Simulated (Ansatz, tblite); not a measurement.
# The cluster Si5H2: rung by rung

One table from this session's results is given with a row withheld; the runs are named, their logs left out.

Program: Ansatz 0.2.0, Gaussian basis. Level of theory: as each input shows. These are calculated values, not measurements.

Plan: GFN1-xTB, GFN2-xTB, PBE-D4/def2-TZVP, r2SCAN-D4/def2-TZVP, r2SCAN0-D4/def2-TZVP, B3LYP-D4/def2-TZVP, ωB97X-V/def2-TZVP, BHLYP-D4/def2-TZVP, revPBE-D4/def2-TZVP, CAM-B3LYP-D4/def2-TZVP, ωB97M-V/def2-TZVP, PBE-D4/def2-SVP, PBE0-D4/def2-SVP, HF/STO-3G, HF/6-31G, B3LYP-D4/6-31G, PBE0-D4/def2-TZVPD, PBE-D4/def2-TZVPD, r2SCAN-D4/def2-TZVPD, CCSD(T)/def2-TZVPP, MP2/def2-TZVP, RPA/def2-TZVP.

## The structure

The singlet was relaxed beforehand with B3LYP-D4/def2-SVP. At that level it is the lowest of the isomers that a small search found.

7 atoms, charge 0, spin multiplicity 1.

Bond lengths: Si1–Si2 2.327 Å, Si1–Si3 2.327 Å, Si1–Si5 2.327 Å, Si1–H6 1.482 Å, Si2–Si4 2.327 Å, Si3–Si4 2.327 Å, Si4–Si5 2.327 Å, Si4–H7 1.482 Å. Angles: Si2–Si1–Si3 81.4°, Si2–Si1–Si5 81.4°, Si2–Si1–H6 131.2°, Si3–Si1–Si5 81.4°, Si3–Si1–H6 131.2°, Si5–Si1–H6 131.2°, Si1–Si2–Si4 82.4°, Si1–Si3–Si4 82.4°, Si2–Si4–Si3 81.4°, Si2–Si4–Si5 81.4°, Si2–Si4–H7 131.2°, Si3–Si4–Si5 81.4°, Si3–Si4–H7 131.2°, Si5–Si4–H7 131.2°, Si1–Si5–Si4 82.4°.

PBE0-D4/def2-TZVP was run before; its log isn't repeated, and its numbers join the tables.

Set-up of the first run:

Tight binding, by tblite at 300 K electronic temperature and without a spin-polarisation term:

```python
tblite.interface.Calculator('GFN1-xTB', numbers, positions, charge=0, uhf=0).singlepoint()
```

Tight binding, by tblite at 300 K electronic temperature and without a spin-polarisation term:

```python
tblite.interface.Calculator('GFN2-xTB', numbers, positions, charge=0, uhf=0).singlepoint()
```

start.molden holds the orbitals of an earlier run on this state, given as this run's starting guess.

Contents of in.yaml:

```yaml
crystal:
  periodic: [false, false, false]
  atoms:
    - {symbol: Si, position_ang: [0.561117, -0.104973, -1.422143]}
    - {symbol: Si, position_ang: [0.667805, -1.574252, 0.379671]}
    - {symbol: Si, position_ang: [-1.621667, 0.130028, -0.649394]}
    - {symbol: Si, position_ang: [-0.561120, 0.104965, 1.422140]}
    - {symbol: Si, position_ang: [0.953846, 1.444233, 0.269710]}
    - {symbol: H, position_ang: [1.103609, -0.206561, -2.797788]}
    - {symbol: H, position_ang: [-1.103589, 0.206560, 2.797794]}
basis:
  gaussian: {orbitals: def2-TZVP, initial_orbitals: start.molden}
hamiltonian: {xc: pbe, dispersion: d4}
scf: {omitted_lower_state_checks: [starts]}
output: {forces: true, orbitals: {seedname: orbitals}}
```

Run with:

```console
ansatz run in.yaml --threads 4 --pin off --events-out ev --progress --plain --max-ram 3916MiB
```

Steps of the session up to this table: PBE-D4/def2-TZVP; r2SCAN-D4/def2-TZVP; r2SCAN0-D4/def2-TZVP; B3LYP-D4/def2-TZVP; ωB97X-V/def2-TZVP; BHLYP-D4/def2-TZVP; revPBE-D4/def2-TZVP; CAM-B3LYP-D4/def2-TZVP; ωB97M-V/def2-TZVP; PBE-D4/def2-SVP; PBE0-D4/def2-SVP; HF/STO-3G; HF/6-31G; B3LYP-D4/6-31G; PBE0-D4/def2-TZVPD; PBE-D4/def2-TZVPD; r2SCAN-D4/def2-TZVPD; CCSD(T)/def2-TZVPP; MP2/def2-TZVP; RPA/def2-TZVP.

One table of the session follows, with a row left open; its other results are not shown here.

It belongs to the step «Levels side by side». 

| level | HOMO (eV) | gap (eV) |
| --- | --- | --- |
| HF/STO-3G | -3.60 | 9.78 |
| HF/6-31G | -7.91 | 7.72 |
| PBE-D4/def2-SVP | -5.72 | 2.64 |
| PBE-D4/def2-TZVP | ? | ? |
| PBE-D4/def2-TZVPD | -5.65 | 2.59 |
| revPBE-D4/def2-TZVP | -5.60 | 2.62 |
| r2SCAN-D4/def2-TZVP | -5.82 | 2.83 |
| r2SCAN-D4/def2-TZVPD | -5.82 | 2.83 |
| B3LYP-D4/6-31G | -6.28 | 3.56 |
| B3LYP-D4/def2-TZVP | -6.14 | 3.64 |
| PBE0-D4/def2-SVP | -6.50 | 4.01 |
| PBE0-D4/def2-TZVP | -6.39 | 3.98 |
| PBE0-D4/def2-TZVPD | -6.40 | 3.97 |
| r2SCAN0-D4/def2-TZVP | -6.51 | 4.12 |
| BHLYP-D4/def2-TZVP | -6.90 | 5.29 |
| CAM-B3LYP-D4/def2-TZVP | -7.29 | 5.84 |
| ωB97X-V/def2-TZVP | -8.20 | 7.56 |
| ωB97M-V/def2-TZVP | -8.01 | 7.34 |

**Question.** Estimate the row for PBE-D4/def2-TZVP.

The run gave: HOMO (eV): -5.64; gap (eV): 2.60. In the column «HOMO (eV)» it lies between PBE-D4/def2-TZVPD (-5.65) and revPBE-D4/def2-TZVP (-5.60).

Caveats from the session: † marks a level with a doubtful state (flagged, unstable or spin-contaminated).
